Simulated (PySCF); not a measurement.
# Eu(OH)3(NH3): other functionals and bases at one geometry

The task here is to estimate one member of a computed series from the others.

Computed with PySCF 2.14.0. Level: several levels, as the steps say, no spin–orbit coupling.

1 further run of the same task is left out (for a known fault of the program).

## Starting geometry

11 atoms, charge 0, spin multiplicity 1.

Bond lengths: Eu1–O2 2.101 Å, Eu1–O4 2.102 Å, Eu1–O6 2.101 Å, Eu1–N8 2.567 Å, O2–H3 0.956 Å, O4–H5 0.956 Å, O6–H7 0.956 Å, N8–H9 1.020 Å, N8–H10 1.020 Å, N8–H11 1.020 Å. Angles: O2–Eu1–O4 118.5°, O2–Eu1–O6 118.5°, O2–Eu1–N8 97.2°, O4–Eu1–O6 118.7°, O4–Eu1–N8 96.5°, O6–Eu1–N8 97.3°, Eu1–O2–H3 174.1°, Eu1–O4–H5 173.9°, Eu1–O6–H7 174.2°, Eu1–N8–H9 111.4°, Eu1–N8–H10 112.5°, Eu1–N8–H11 111.6°, H9–N8–H10 107.0°, H9–N8–H11 107.0°, H10–N8–H11 107.1°.

Geometry (Å):

```
Eu    0.1664   -0.2068    0.2552
O     1.2092    1.3344    1.2302
H     1.7235    1.9662    1.7303
O    -1.4344   -1.1253    1.2606
H    -2.0923   -1.5910    1.7749
O     1.1475   -1.2754   -1.2649
H     1.6459   -1.8036   -1.8863
N    -1.2644    1.2863   -1.2661
H    -1.8655    1.9054   -0.7214
H    -0.6986    1.8783   -1.8748
H    -1.8739    0.7331   -1.8692
```

Formal oxidation states: Eu +3. Each metal's 6 4f electrons lie in its core potential, so multiplicities, spins and levels count the valence alone. An earlier session relaxed this geometry at PBE0, Eu lcecp-1-SVP with ECP52, O def2-SVP, H def2-SVP, N def2-SVP (singlet, point group Cs).

At PBE0 on the finer grid: E = -319.033294 Eh, HOMO -6.96 eV, LUMO -0.24 eV, Mulliken charge on Eu1 +0.93 e, largest force component 0.025 eV/Å. 

Levels to run: B3LYP; HF; PBE0, TZVP. Hardware: 2 threads of Intel Xeon Platinum 8488C (Sapphire Rapids), shared host.

The first run:

Contents of run.py (the lines that set the calculation):

```python
mol = gto.M(atom='''
Eu     0.16638    -0.20681     0.25524
O      1.20925     1.33439     1.23021
H      1.72347     1.96618     1.73029
O     -1.43435    -1.12533     1.26061
H     -2.09234    -1.59104     1.77493
O      1.14753    -1.27539    -1.26491
H      1.64588    -1.80360    -1.88633
N     -1.26438     1.28629    -1.26609
H     -1.86551     1.90538    -0.72141
H     -0.69862     1.87833    -1.87476
H     -1.87393     0.73314    -1.86916''',
    basis={'Eu': 'lcecp-1-SVP', 'O': 'def2-SVP', 'H': 'def2-SVP', 'N': 'def2-SVP'},
    ecp={'Eu': 'lcecp-1-SVP'},
    charge=0, spin=0)
mf = dft.RKS(mol, xc='B3LYP')
mf.grids.atom_grid = (75, 302)  # f atoms: unpruned, at least (60, 302)
mf = mf.density_fit()  # fitting sets: Eu AutoAux, O def2-universal-JKFIT, H def2-universal-JKFIT, N def2-universal-JKFIT
mf.conv_tol = 1e-08; mf.max_cycle = 55
mf.kernel(dm0)  # dm0: the density of the relaxed state
```

Started as:

```console
> OMP_NUM_THREADS=2 python run.py
```

Among the steps run: B3LYP; HF; PBE0, TZVP.

One table of the session follows, with a row left open; its other results are not shown here.

```
              level  HOMO (eV)  gap (eV)  charge on Eu1 (e)  dipole (D)  largest force component (eV/Å)
PBE0 (relaxed here)      -6.96      6.72               0.93        4.21                            0.02
              B3LYP      -6.66      6.10               0.85        4.19                            0.12
                 HF          ?         ?                  ?           ?                               ?
         PBE0, TZVP      -7.24      6.78               1.57        4.22                            0.23
```

Estimate the missing values for HF.

The run gave: HOMO (eV): -11.28; gap (eV): 13.00; charge on Eu1 (e): 1.47; dipole (D): 4.29; largest force component (eV/Å): 1.13. In the column «HOMO (eV)» it is the lowest.

In one basis the HOMO–LUMO gap runs from 6.10 eV (B3LYP) to 13.00 eV (HF). The largest leftover force, 1.13 eV/Å with HF, stands at a geometry relaxed at another level. With 4f in the core, its levels are missing from HOMO and gap, and its count is fixed, so no charge can pass from the ligands into it. Total energies of different levels can't be compared.
